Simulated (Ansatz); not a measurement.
**Al7N7 zinc blende off disc (Al7N7): geometry, orbitals and charge**

Aim: characterise Al7N7 zinc blende off disc (Al7N7) as a singlet: its structure, frontier levels and distribution of charge.

Computed with Ansatz 0.2.0, Gaussian basis. Level: RKS PBE0-D4/def2-TZVP.

The runs, in order: relaxation at r2SCAN-D4/def2-SVP; a single point at PBE0-D4/def2-TZVP.

## (1) The system as given

14 atoms, charge 0, spin multiplicity 1.

Atoms are counted from 1 here; the program's logs count them from 0.

Bond lengths: Al1–N8 1.745 Å, Al1–N9 1.770 Å, Al2–N10 1.714 Å, Al2–N11 1.841 Å, Al3–N8 1.787 Å, Al3–N10 1.822 Å, Al3–N14 1.943 Å, Al4–N11 1.888 Å, Al4–N14 1.761 Å, Al5–N12 1.788 Å, Al5–N13 1.822 Å, Al5–N14 1.945 Å, Al6–N9 1.771 Å, Al6–N12 1.746 Å, Al7–N11 1.841 Å, Al7–N13 1.714 Å. Angles: N8–Al1–N9 176.1°, N10–Al2–N11 149.7°, N8–Al3–N10 129.9°, N8–Al3–N14 112.4°, N10–Al3–N14 117.7°, N11–Al4–N14 121.8°, N12–Al5–N13 130.1°, N12–Al5–N14 112.6°, N13–Al5–N14 117.3°, N9–Al6–N12 176.0°, N11–Al7–N13 149.6°, Al1–N8–Al3 104.2°, Al1–N9–Al6 100.0°, Al2–N10–Al3 102.7°, Al2–N11–Al4 91.6°, Al2–N11–Al7 93.3°, Al4–N11–Al7 91.4°, Al5–N12–Al6 103.9° and more.

The start is a GFN2-xTB geometry.

## (2) Optimising with r2SCAN-D4/def2-SVP

Contents of in.yaml:

```yaml
crystal:
  periodic: [false, false, false]
  atoms:
    - {symbol: Al, position_ang: [-2.908100, 1.001680, 0.028870]}
    - {symbol: Al, position_ang: [0.950620, -2.852900, -0.132280]}
    - {symbol: Al, position_ang: [-1.261480, -1.215190, -0.358990]}
    - {symbol: Al, position_ang: [0.866030, -0.855780, 1.641920]}
    - {symbol: Al, position_ang: [1.210620, 1.259040, -0.353920]}
    - {symbol: Al, position_ang: [-0.986860, 2.916620, 0.049940]}
    - {symbol: Al, position_ang: [2.842010, -0.958640, -0.148100]}
    - {symbol: N, position_ang: [-2.974960, -0.709610, -0.308050]}
    - {symbol: N, position_ang: [-2.723790, 2.734530, 0.340860]}
    - {symbol: N, position_ang: [-0.510700, -2.737280, -1.020930]}
    - {symbol: N, position_ang: [2.135610, -2.134460, 1.079720]}
    - {symbol: N, position_ang: [0.729420, 2.978510, -0.263710]}
    - {symbol: N, position_ang: [2.715030, 0.497180, -1.044200]}
    - {symbol: N, position_ang: [-0.083430, 0.076300, 0.488870]}
basis:
  gaussian: {orbitals: def2-SVP}
hamiltonian: {xc: r2scan, dispersion: d4}
scf: {lower_state_search: "off"}
output: {orbitals: {seedname: orbitals}}
relax: {f_tol: 0.03, max_steps: 70}
```

Launch:

```sh
$ ansatz run in.yaml --threads 2 --pin off --events-out ev --progress --plain --max-ram 32768MiB --backend cuda --devices 0, --max-vram 18GiB
```

Further steps of the session: Single point, PBE0-D4/def2-TZVP.

Before running them: what should the planned runs give, taken together? Wanted: point group; commonest bond; HOMO, LUMO at PBE0-D4/def2-TZVP; dipole at r2SCAN-D4/def2-SVP.

**Answer**, as computed:

| quantity | value |
| --- | --- |
| point group | Cs |
| commonest bond | Al–N, 18 of mean length 1.814 Å |
| HOMO, LUMO at PBE0-D4/def2-TZVP | -5.89, -4.81 eV |
| dipole at r2SCAN-D4/def2-SVP | 9.75 D |

What this shows: The relaxation broke 3 and made 2 bonds, so the end is another structure than the start. No usable vibrations, so a minimum isn't proven. Whether this spin is the lowest isn't tested here. The point group is read from a loosely relaxed geometry; soft torsions can leave it below the true symmetry.
